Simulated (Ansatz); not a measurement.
# NbSCl₃: small, medium and large basis sets

The task here is to estimate one member of a computed series from the others.

The runs use Ansatz 0.2.0, Gaussian basis; one geometry, several basis sets.

Plan: PBE0-D4/def2-SVP; ωB97M-V/def2-SVP; PBE0-D4/def2-QZVPP; ωB97M-V/def2-QZVPP; the functionals' def2-TZVPP values are taken from earlier runs.

## Structure used throughout

The geometry comes from an earlier relaxation with PBE0-D4 in a triple-zeta def2 set; it is a stationary point. Nb takes the def2 core potential; no spin-orbit term is included.

SMILES `[S]=[Nb]([Cl])([Cl])[Cl]`, 5 atoms, charge 0, spin multiplicity 1.

Atoms are counted from 1 here; the program's logs count them from 0.

Bond lengths: S1–Nb2 2.116 Å, Nb2–Cl3 2.262 Å, Nb2–Cl4 2.262 Å, Nb2–Cl5 2.262 Å. Angles: S1–Nb2–Cl3 108.1°, S1–Nb2–Cl4 108.1°, S1–Nb2–Cl5 108.1°, Cl3–Nb2–Cl4 110.9°, Cl3–Nb2–Cl5 110.9°, Cl4–Nb2–Cl5 110.8°.

Set-up of the first run:

in.yaml

```yaml
crystal:
  periodic: [false, false, false]
  atoms:
    - {symbol: S, position_ang: [-0.659137, -0.199514, 1.987784]}
    - {symbol: Nb, position_ang: [0.010846, -0.014480, -0.010762]}
    - {symbol: Cl, position_ang: [1.835334, -1.326863, -0.262726]}
    - {symbol: Cl, position_ang: [-1.661077, -0.689592, -1.375881]}
    - {symbol: Cl, position_ang: [0.524034, 2.156949, -0.379814]}
basis:
  gaussian: {orbitals: def2-SVP}
hamiltonian: {xc: pbe0, dispersion: d4}
output: {orbitals: {seedname: orbitals}}
```

Started as:

```console
$ ansatz run in.yaml --threads 4 --pin off --events-out ev --progress --plain --max-ram 10444MiB
```

Steps of the session up to this table: PBE0-D4 in def2-SVP; ωB97M-V in def2-SVP; PBE0-D4 in def2-QZVPP; ωB97M-V in def2-QZVPP.

One table of the session follows, with a row left open; its other results are not shown here.

It belongs to the step «Density functionals: the series». 

| functional | basis | HOMO (eV) | LUMO (eV) |
| --- | --- | --- | --- |
| PBE0-D4 | def2-SVP | -8.53 | -3.33 |
| PBE0-D4 | def2-TZVPP | -8.48 | -3.35 |
| PBE0-D4 | def2-QZVPP | -8.48 | -3.34 |
| ωB97M-V | def2-SVP | -10.56 | -1.21 |
| ωB97M-V | def2-TZVPP | ? | ? |
| ωB97M-V | def2-QZVPP | -10.56 | -1.30 |

**Question.** Estimate the row for ωB97M-V, def2-TZVPP.

**Answer.** HOMO (eV): -10.55; LUMO (eV): -1.29. In the column «HOMO (eV)» it lies between ωB97M-V, def2-QZVPP (-10.56) and PBE0-D4, def2-SVP (-8.53).
